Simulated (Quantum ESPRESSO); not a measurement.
# Sb (I4/mcm) in Quantum ESPRESSO: equation of state, part 2 of 2

Quantum ESPRESSO 7.5. Earlier steps stand in the parts before.

### Step 8. Single point, PBEsol, 34.87 Å³/atom

pw.in

```
&CONTROL
  calculation = 'scf'
  prefix = 'pwscf'
  outdir = './tmp'
  pseudo_dir = './pseudo'
  tprnfor = .true.
  tstress = .true.
  disk_io = 'nowf'
/
&SYSTEM
  ibrav = 0
  nat = 4
  ntyp = 1
  ecutwfc = 45
  ecutrho = 360
  nbnd = 40
  occupations = 'smearing'
  smearing = 'fd'
  degauss = 0.00367493
/
&ELECTRONS
  conv_thr = 8d-10
  electron_maxstep = 120
  mixing_beta = 0.5
/
ATOMIC_SPECIES
Sb   121.7600 sb_pbesol_v1.4.uspp.F.UPF
CELL_PARAMETERS angstrom
  -4.1090505274    4.1090505274    2.0652122148
   4.1090505274   -4.1090505274    2.0652122148
   4.1090505274    4.1090505274   -2.0652122148
ATOMIC_POSITIONS crystal
Sb     0.6512630600    0.1512630600    0.8025261200
Sb     0.1512630600    0.3487369400    0.5000000000
Sb     0.3487369400    0.8487369400    0.1974738800
Sb     0.8487369400    0.6512630600    0.5000000000
K_POINTS automatic
7 7 7 0 0 0
```

Potentials or basis: GBRV 1.5 PBEsol.

Started as:

```bash
$ OMP_NUM_THREADS=1 mpirun -n 2 pw.x -nk 2 -in pw.in > pw.out
```

pw.out:

```text
This program is part of the open-source Quantum ESPRESSO suite
     for quantum simulation of materials; please cite
[... 6 lines left out ...]
     using ibrav=0 with symmetry is DISCOURAGED, use correct ibrav instead

     K-points division:     npool     =       2
     Subspace diagonalization in iterative solution of the eigenvalue problem:
     a serial algorithm will be used

     G-vector sticks info
     --------------------
     sticks:   dense  smooth     PW     G-vecs:    dense   smooth      PW
     Sum        2465    1223    373               108663    38301    6413

     Using Slab Decomposition

     bravais-lattice index     =            0
     lattice parameter (alat)  =      11.6542  a.u.
     unit-cell volume          =     941.2484 (a.u.)^3
     number of atoms/cell      =            4
     number of atomic types    =            1
     number of electrons       =        60.00
     number of Kohn-Sham states=           40
     kinetic-energy cutoff     =      45.0000  Ry
     charge density cutoff     =     360.0000  Ry
     scf convergence threshold =      8.0E-10
     mixing beta               =       0.5000
     number of iterations used =            8  plain     mixing
     Exchange-correlation= SLA  PW   PSX  PSC
                           (   1   4  10   8   0   0   0)

     celldm(1)=  11.654218  celldm(2)=   0.000000  celldm(3)=   0.000000
     celldm(4)=   0.000000  celldm(5)=   0.000000  celldm(6)=   0.000000

     crystal axes: (cart. coord. in units of alat)
               a(1) = (  -0.666281   0.666281   0.334873 )
               a(2) = (   0.666281  -0.666281   0.334873 )
               a(3) = (   0.666281   0.666281  -0.334873 )

     reciprocal axes: (cart. coord. in units 2 pi/alat)
               b(1) = (  0.000000  0.750434  1.493102 )
               b(2) = (  0.750434  0.000000  1.493102 )
               b(3) = (  0.750434  0.750434  0.000000 )

     PseudoPot. # 1 for Sb read from file:
     sb_pbesol_v1.4.uspp.F.UPF
     Pseudo is Ultrasoft + core correction, Zval = 15.0
     Generated by new atomic code, or converted to UPF format
     Using radial grid of  891 points,  6 beta functions with:
                l(1) =   0
                l(2) =   0
                l(3) =   1
                l(4) =   1
                l(5) =   2
                l(6) =   2
     Q(r) pseudized with  8 coefficients,  rinner =    1.350   1.350   1.350
                                                       1.350   1.350

     atomic species   valence    mass     pseudopotential
     Sb               15.00   121.76000     Sb( 1.00)

     16 Sym. Ops., with inversion, found ( 8 have fractional translation)

   Cartesian axes

     site n.     atom                  positions (alat units)
         1        Sb     tau(   1) = (   0.2015673   0.8678480   0.0000000  )
         2        Sb     tau(   2) = (   0.4647134   0.2015673   0.0000000  )
         3        Sb     tau(   3) = (   0.4647134  -0.2015673   0.3348732  )
         4        Sb     tau(   4) = (   0.2015673   0.4647134   0.3348732  )

     number of k points=    40  Fermi-Dirac smearing, width (Ry)=  0.0037
                       cart. coord. in units 2pi/alat
        k(    1) = (   0.0000000   0.0000000   0.0000000), wk =   0.0058309
        k(    2) = (   0.1072049   0.1072049   0.0000000), wk =   0.0233236
        k(    3) = (   0.2144098   0.2144098   0.0000000), wk =   0.0233236
        k(    4) = (   0.3216148   0.3216148   0.0000000), wk =   0.0233236
        k(    5) = (   0.1072049   0.0000000   0.2133003), wk =   0.0466472
        k(    6) = (   0.2144098   0.1072049   0.2133003), wk =   0.0932945
[... 32 lines left out ...]
        k(   39) = (  -0.0000000  -0.0000000   1.2798020), wk =   0.0116618
        k(   40) = (  -0.0000000   0.6432295  -0.0000000), wk =   0.0233236

     Dense  grid:   108663 G-vectors     FFT dimensions: (  72,  72,  72)

     Smooth grid:    38301 G-vectors     FFT dimensions: (  50,  50,  50)

     Check: negative core charge=   -0.000003

     Initial potential from superposition of free atoms

     starting charge      56.0000, renormalised to      60.0000
     Starting wfcs are   36 randomized atomic wfcs +    4 random wfcs

     Self-consistent Calculation

     iteration #  1     ecut=    45.00 Ry     beta= 0.50
     Davidson diagonalization with overlap
     ethr =  1.00E-02,  avg # of iterations =  6.5

     total energy              =    -737.44374796 Ry
     estimated scf accuracy    <       4.25167853 Ry

     iteration #  2     ecut=    45.00 Ry     beta= 0.50
     Davidson diagonalization with overlap
     ethr =  7.09E-03,  avg # of iterations =  2.0

     total energy              =    -738.30813296 Ry
     estimated scf accuracy    <       0.06257639 Ry

     iteration #  3     ecut=    45.00 Ry     beta= 0.50
     Davidson diagonalization with overlap
     ethr =  1.04E-04,  avg # of iterations =  5.0
[... 36 lines left out ...]
     total energy              =    -738.31689880 Ry
     estimated scf accuracy    <       0.00000002 Ry

     iteration #  9     ecut=    45.00 Ry     beta= 0.50
     Davidson diagonalization with overlap
     ethr =  3.17E-11,  avg # of iterations =  2.3

     total energy              =    -738.31689881 Ry
     estimated scf accuracy    <          2.3E-09 Ry

     iteration # 10     ecut=    45.00 Ry     beta= 0.50
     Davidson diagonalization with overlap
     ethr =  3.89E-12,  avg # of iterations =  2.0

     End of self-consistent calculation

          k = 0.0000 0.0000 0.0000 (  4821 PWs)   bands (ev):

   -21.1918 -21.1918 -21.1580 -21.1529 -21.1529 -21.1509 -21.1298 -21.1149
   -21.1110 -21.1110 -21.1097 -21.1073 -21.0832 -21.0832 -21.0820 -21.0771
   -21.0771 -21.0693 -21.0688 -21.0153  -4.2085  -1.1013   0.0419   0.0419
     3.4006   6.4517   6.7412   6.7412   6.9533   7.0163   7.0163   7.4738
    10.4833  10.4833  11.2026  11.2893  13.2067  14.6667  14.7257  14.7257

          k = 0.1072 0.1072 0.0000 (  4827 PWs)   bands (ev):

   -21.1939 -21.1924 -21.1577 -21.1564 -21.1519 -21.1450 -21.1323 -21.1199
   -21.1153 -21.1094 -21.1058 -21.1035 -21.0876 -21.0841 -21.0772 -21.0770
   -21.0754 -21.0701 -21.0658 -21.0173  -4.1404  -1.4114   0.0595   0.1854
     3.6878   5.8973   6.4155   6.5609   7.0103   7.2940   7.5964   7.7232
    10.3470  10.4966  11.3910  11.7187  12.8419  13.9548  14.7495  14.8116

          k = 0.2144 0.2144 0.0000 (  4808 PWs)   bands (ev):
[... 257 lines left out ...]
   -21.2176 -21.1671 -21.1600 -21.1472 -21.1463 -21.1346 -21.1306 -21.1252
   -21.1236 -21.1195 -21.1129 -21.1082 -21.0875 -21.0863 -21.0797 -21.0767
   -21.0757 -21.0553 -21.0445 -21.0362  -3.2088  -2.1442  -1.5715   1.3939
     4.3691   5.2253   5.5771   6.6200   7.2965   7.4152   8.5924   9.5095
     9.5969  10.4585  11.0646  11.4324  12.4200  13.0458  14.2093  14.6069

          k =-0.6432-0.1072-0.2133 (  4789 PWs)   bands (ev):

   -21.2200 -21.1636 -21.1612 -21.1459 -21.1412 -21.1375 -21.1303 -21.1273
   -21.1237 -21.1204 -21.1135 -21.1112 -21.0869 -21.0866 -21.0777 -21.0775
   -21.0763 -21.0547 -21.0404 -21.0386  -2.9908  -2.3011  -1.7718   1.4524
     4.2419   5.3374   6.0952   6.7375   7.1015   7.7897   8.0029   9.5522
     9.6994  10.2784  11.0250  11.4402  12.2111  13.4742  13.6853  15.0773

          k =-0.0000 0.4288 0.0000 (  4809 PWs)   bands (ev):

   -21.2189 -21.1707 -21.1616 -21.1560 -21.1482 -21.1356 -21.1337 -21.1235
   -21.1185 -21.1138 -21.1129 -21.1056 -21.0898 -21.0851 -21.0777 -21.0744
   -21.0738 -21.0557 -21.0531 -21.0287  -3.6686  -2.1146  -1.2513   1.6397
     4.4701   5.2011   5.5551   6.5434   7.6916   7.9585   8.3980   8.9493
    10.2893  10.3157  11.2458  11.6205  12.1935  12.4254  14.1360  14.8573

          k = 0.1072 0.5360 0.0000 (  4804 PWs)   bands (ev):

   -21.2244 -21.1647 -21.1640 -21.1526 -21.1444 -21.1391 -21.1315 -21.1225
   -21.1212 -21.1140 -21.1129 -21.1124 -21.0897 -21.0852 -21.0775 -21.0743
   -21.0738 -21.0534 -21.0445 -21.0348  -3.4043  -2.4006  -1.5105   1.9283
     4.2451   5.3968   5.7728   6.4784   7.8869   8.0737   8.6918   9.5519
     9.9240  10.3843  10.5068  11.4405  11.9844  12.5896  13.3747  15.0716

          k =-0.0000-0.0000 1.2798 (  4808 PWs)   bands (ev):

   -21.2226 -21.1629 -21.1583 -21.1438 -21.1365 -21.1346 -21.1316 -21.1316
   -21.1254 -21.1254 -21.1131 -21.1131 -21.0883 -21.0842 -21.0773 -21.0773
   -21.0771 -21.0542 -21.0388 -21.0388  -2.6232  -2.2917  -2.2917   1.5088
     4.1111   5.8736   6.3811   6.8234   6.8234   7.8483   7.8483   9.5602
     9.7221   9.9816  11.2661  11.2661  11.9522  13.6359  13.8529  14.8525

          k =-0.0000 0.6432-0.0000 (  4796 PWs)   bands (ev):

   -21.2304 -21.1673 -21.1501 -21.1491 -21.1398 -21.1389 -21.1317 -21.1285
   -21.1270 -21.1235 -21.1087 -21.1084 -21.0947 -21.0876 -21.0751 -21.0737
   -21.0734 -21.0503 -21.0408 -21.0375  -3.0456  -2.4126  -2.1539   2.2977
     3.9884   5.2446   6.3666   6.6195   7.9869   8.4157   9.2381   9.6566
     9.8114  10.0071  10.0362  10.9246  11.7499  12.8317  13.3541  14.4991

     the Fermi energy is     7.8685 ev

!    total energy              =    -738.31689881 Ry
     estimated scf accuracy    <          1.0E-10 Ry
     smearing contrib. (-TS)   =      -0.00208884 Ry
     internal energy E=F+TS    =    -738.31480997 Ry

     The total energy is F=E-TS. E is the sum of the following terms:
     one-electron contribution =    -407.67284250 Ry
     hartree contribution      =     232.63091517 Ry
     xc contribution           =    -174.10417991 Ry
     ewald contribution        =    -389.16870273 Ry

     convergence has been achieved in  10 iterations

     Forces acting on atoms (cartesian axes, Ry/au):

     atom    1 type  1   force =    -0.00338810   -0.00338810   -0.00000000
     atom    2 type  1   force =     0.00338810   -0.00338810    0.00000000
     atom    3 type  1   force =     0.00338810    0.00338810    0.00000000
     atom    4 type  1   force =    -0.00338810    0.00338810   -0.00000000

     Total force =     0.009583     Total SCF correction =     0.000078

     Computing stress (Cartesian axis) and pressure

          total   stress  (Ry/bohr**3)                   (kbar)     P=      -33.75
  -0.00021116   0.00000000  -0.00000000          -31.06        0.00       -0.00
   0.00000000  -0.00021116   0.00000000            0.00      -31.06        0.00
   0.00000000   0.00000000  -0.00026595            0.00        0.00      -39.12

=------------------------------------------------------------------------------=
   JOB DONE.
=------------------------------------------------------------------------------=
```

Wall time 1.7 min (2 MPI ranks of Arm Neoverse V1, shared host); peak memory 0.64 GiB.

Results:

| Item | Value |
| --- | --- |
| Free energy | -10045.3132 eV |
| Pressure | -3.4 GPa |
| Largest force | 0.123 eV/Å |
| Band gap on the k mesh | none (metal or under the smearing width) |

### Step 9. Equation of state, PBEsol

Potentials or basis: GBRV 1.5 PBEsol.

No new run: the results of the series are fitted here.

What came out:

| Property | Result |
| --- | --- |
| Equilibrium volume | 32.48 Å³/atom |
| Bulk modulus at fixed shape and positions | 53 GPa |
| Pressure derivative of the bulk modulus | 4.7 |

Energy against volume, from the lowest point:
```csv
volume (Å³/atom),energy (meV/atom)
30.922,13.13
31.580,4.00
32.238,0.00
32.896,0.55
33.554,5.20
34.212,13.46
34.870,24.97
```

Caveat: the cell was scaled at fixed shape and fractional positions, which overstates the stiffness of a crystal with free parameters, most of all of layers and chains. Spin-orbit coupling is left out, which matters for the levels of Sb.
